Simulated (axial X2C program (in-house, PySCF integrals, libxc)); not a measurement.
**Linear HMoF at several levels**

Aim: the two bond lengths and stretching wavenumbers of linear HMoF, with and without spin–orbit coupling, at PBE0, HF, PBE, MP2.

Program: an in-house X2C program for linear molecules on PySCF integrals. Level of theory: all-electron X2C, two-component (2c) or spin-free, H dyall-v3z, Mo dyall-v3z, F dyall-av3z. These are calculated values, not measurements.

All values are calculated.

2 further runs of the same task are left out: 2 set aside as unsound or not needed.

### 1 Set-up

The input, task.json:

```json
{"zs": [1, 42, 9], "q": 0, "bas": ["dyall-v3z", "dyall-v3z", "dyall-av3z"], "r0": [1.7, 2.02], "symm": 0, "scan": ["PBE0", "HF", "PBE"], "levels": ["PBE0", "HF", "PBE"], "nst": 2}
```

Keys: zs atomic numbers; q charge; bas basis sets; r0 starting distance in Å; symm equal bonds; scan levels of the two-bond scan (MP2 follows by itself at each HF point); levels methods; nst determinants followed.

Run with:

```console
> python solin.py task.json out
```

Masses H 1.008, Mo 97.905, F 18.998 u.

### 2 Scan at PBE0, 2c

State: Ω = 1 (beyond evenly filled blocks: ω = -3/2, ω = 5/2). Energies above the lowest point, from the job's result record:

| r(H–Mo) (Å) | r(Mo–F) (Å) | E (meV) |
| --- | --- | --- |
| 1.7540 | 1.8681 | 40.56 |
| 1.7540 | 1.9160 | 10.65 |
| 1.7540 | 1.9639 | 31.55 |
| 1.7990 | 1.8681 | 25.99 |
| 1.7990 | 1.9160 | 0.00 |
| 1.7990 | 1.9639 | 24.33 |
| 1.7990 | 2.0118 | 87.96 |
| 1.8440 | 1.8681 | 33.73 |
| 1.8440 | 1.9160 | 11.33 |
| 1.8440 | 1.9639 | 38.79 |
| 1.8889 | 1.9160 | 41.15 |
| 1.8889 | 2.0118 | 140.33 |

A quadratic surface with cubic terms in each bond gives the minimum at 1.798 and 1.915 Å, force constants 1.73, 3.51 and coupling 0.23 mdyn/Å.

### 3 Scan at HF, 2c

State: Ω = 1 (beyond evenly filled blocks: ω = -3/2, ω = 5/2). Energies above the lowest point, from the job's result record:

| r(H–Mo) (Å) | r(Mo–F) (Å) | E (meV) |
| --- | --- | --- |
| 1.7540 | 1.8681 | 112.79 |
| 1.7540 | 1.9160 | 47.18 |
| 1.7540 | 1.9639 | 37.19 |
| 1.7990 | 1.8681 | 76.15 |
| 1.7990 | 1.9160 | 13.85 |
| 1.7990 | 1.9639 | 6.71 |
| 1.7990 | 2.0118 | 43.21 |
| 1.8440 | 1.8681 | 63.96 |
| 1.8440 | 1.9160 | 4.61 |
| 1.8440 | 1.9639 | 0.00 |
| 1.8889 | 1.9160 | 15.88 |
| 1.8889 | 2.0118 | 54.11 |

A quadratic surface with cubic terms in each bond gives the minimum at 1.838 and 1.945 Å, force constants 1.66, 3.36 and coupling 0.19 mdyn/Å.

### 4 Scan at PBE, 2c

State: Ω = 1 (beyond evenly filled blocks: ω = -3/2, ω = 5/2). Energies above the lowest point, from the job's result record:

| r(H–Mo) (Å) | r(Mo–F) (Å) | E (meV) |
| --- | --- | --- |
| 1.7540 | 1.8681 | 54.12 |
| 1.7540 | 1.9160 | 10.69 |
| 1.7540 | 1.9639 | 17.75 |
| 1.7990 | 1.8681 | 39.42 |
| 1.7990 | 1.9160 | 0.00 |
| 1.7990 | 1.9639 | 10.58 |
| 1.7990 | 2.0118 | 60.14 |
| 1.8440 | 1.8681 | 46.50 |
| 1.8440 | 1.9160 | 10.76 |
| 1.8440 | 1.9639 | 24.56 |
| 1.8889 | 1.9160 | 39.51 |
| 1.8889 | 2.0118 | 111.22 |

A quadratic surface with cubic terms in each bond gives the minimum at 1.796 and 1.929 Å, force constants 1.69, 3.27 and coupling 0.24 mdyn/Å.

### 5 Comparison

| level | r(H–Mo) (Å) | r(Mo–F) (Å) | lower stretch (cm⁻¹) | upper stretch (cm⁻¹) |
| --- | --- | --- | --- | --- |
| PBE0, 2c | 1.798 | 1.915 | 609.0 | 1713.2 |
| HF, 2c | 1.838 | 1.945 | 596.8 | 1678.9 |
| PBE, 2c | 1.796 | 1.929 | 587.6 | 1695.8 |
| MP2, 2c | 1.785 | 1.915 | 611.8 | 1766.7 |
| PBE0, spin-free | 1.797 | 1.915 | 609.2 | 1714.6 |
| HF, spin-free | 1.837 | 1.944 | 597.1 | 1680.5 |
| PBE, spin-free | 1.796 | 1.929 | 587.6 | 1697.3 |
| MP2, spin-free | 1.785 | 1.915 | 612.1 | 1768.5 |

Scans not shown above were run alike.

In words: Over the levels the H–Mo bond spans 1.785 to 1.838 Å and the Mo–F bond 1.915 to 1.945 Å. At PBE0 spin–orbit coupling leaves both bonds unchanged to 0.001 Å. Each state is one determinant, the lowest of a limited PBE0 search; the stretches come from a fit to few points and are good to some per cent at best. MP2 freezes inner shells (threshold -2 hartree). The molecule was held linear; bending was not examined, so a bent shape may lie lower. Open-shell Ω = 0 determinants with evenly filled partner blocks cannot be reached by this program, so the Ω shown need not be the lowest component. Note: functional without a current term on a determinant with orbital currents, of the molecule or an atom. Note: several unpaired electrons, one determinant need not be a pure state.
